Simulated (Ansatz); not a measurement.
# H2InOS radical: a rigid scan of the angle H5–In3–H4

One table from this session's results is given with a row withheld; the runs are named, their logs left out.

Method: single points in def2-TZVPP; program: Ansatz 0.2.0, Gaussian basis.

Levels: PBE-D4, r2SCAN-D4, PBE0-D4, B3LYP-D4, wB97M-V, Hartree-Fock, MP2, CCSD, CCSD(T). The scan takes 113.7, 121.2, 128.7, 136.2, 143.7, 151.2, 158.7, 166.2, 173.7°.

Cores are frozen in the correlated methods. Filled d shells of the heavier atoms are correlated. Core potentials replace the inner electrons past krypton, and spin-orbit coupling is left out. Orbitals are unrestricted. B3LYP uses VWN-RPA correlation.

34 further runs of the same task are left out: 1 that didn't finish, 33 set aside as unsound or not needed.

## Where the work starts

SMILES `[O][S][InH2]`, 5 atoms, charge 0, spin multiplicity 2.

Atoms are counted from 1 here; the program's logs count them from 0.

Bond lengths: O1–S2 1.569 Å, O1–In3 2.247 Å, S2–In3 2.449 Å, In3–H4 1.698 Å, In3–H5 1.698 Å. Angles: S2–O1–In3 77.6°, O1–S2–In3 63.7°, O1–In3–S2 38.7°, O1–In3–H4 103.0°, O1–In3–H5 102.9°, S2–In3–H4 113.8°, S2–In3–H5 113.7°, H4–In3–H5 129.4°.

Coordinates:

```xyz
5
charge 0, multiplicity 2
O     0.71597   -1.05412    0.91625
S    -0.44463   -0.48285    1.80438
In   -0.25371    0.43708   -0.45752
H    -0.94961   -0.54354   -1.65606
H     0.93198    1.64342   -0.60705
```

Set-up of the first run:

Contents of relax/in.yaml:

```yaml
crystal:
  periodic: [false, false, false]
  atoms:
    - {symbol: O, position_ang: [0.715970, -1.054120, 0.916250]}
    - {symbol: S, position_ang: [-0.444630, -0.482850, 1.804380]}
    - {symbol: In, position_ang: [-0.253710, 0.437080, -0.457520]}
    - {symbol: H, position_ang: [-0.949610, -0.543540, -1.656060]}
    - {symbol: H, position_ang: [0.931980, 1.643420, -0.607050]}
basis:
  gaussian: {orbitals: def2-TZVP}
magnetization: {spin_polarized: true, initial_magnetization: 1}
hamiltonian: {xc: pbe0, dispersion: d4}
relax: {f_tol: 0.005, max_steps: 200}
```

Launch:

```bash
$ ansatz run in.yaml --threads 2 --pin off --events-out ev --progress --plain --max-ram 4352MiB
```

Among the steps run: Relaxation at PBE0-D4; The minimum at every level; H5–In3–H4 = 113.7°; H5–In3–H4 = 121.2°; H5–In3–H4 = 128.7°; H5–In3–H4 = 136.2°; H5–In3–H4 = 143.7°; H5–In3–H4 = 151.2°; H5–In3–H4 = 158.7°; H5–In3–H4 = 166.2°; H5–In3–H4 = 173.7°.

One table of the session follows, with a row left open; its other results are not shown here.

Energies less that of the minimum at the same level (kcal/mol): The rows 143.7 (minimum) and angle (°) = 143.7 agree to the last digit and may rest on the same set-up.

| angle (°) | PBE-D4 | PBE0-D4 | B3LYP-D4 | wB97M-V | Hartree-Fock |
| --- | --- | --- | --- | --- | --- |
| 113.7 | 7.5 | 7.4 | 7.4 | 7.1 | 6.6 |
| 121.2 | 4.4 | 4.2 | 4.2 | 3.9 | 3.3 |
| 128.7 | 2.1 | 1.9 | 1.9 | 1.7 | 1.1 |
| 136.2 | 0.6 | 0.5 | 0.5 | 0.3 | 0.0 |
| 143.7 (minimum) | 0.0 | 0.0 | 0.0 | 0.0 | 0.0 |
| 143.7 | 0.0 | 0.0 | 0.0 | 0.0 | 0.0 |
| 151.2 | 0.3 | 0.5 | 0.5 | 0.7 | 1.2 |
| 158.7 | ? | ? | ? | ? | ? |
| 166.2 | 4.2 | 5.0 | 5.0 | 5.6 | 8.0 |
| 173.7 | 8.1 | 9.4 | 9.5 | 10.2 | 13.9 |

Q: Estimate the row for angle (°) = 158.7 from the others.

Worked estimate for «PBE-D4». A straight line through the neighbours (151.2, 0.3) and (166.2, 4.2) gives 0.3 + (4.2 − 0.3) × (158.7 − 151.2) / (166.2 − 151.2) = 2.2; a parabola fitted to 4 rows on both sides gives 1.7.

As computed: PBE-D4: 1.7; PBE0-D4: 2.1; B3LYP-D4: 2.1; wB97M-V: 2.5; Hartree-Fock: 3.8. In «PBE-D4» the line misses by +0.5 and the parabola by 0.0.

Caveats from the session: A polynomial through the near points puts the CCSD(T) minimum 0.8° below the PBE0-D4 value.
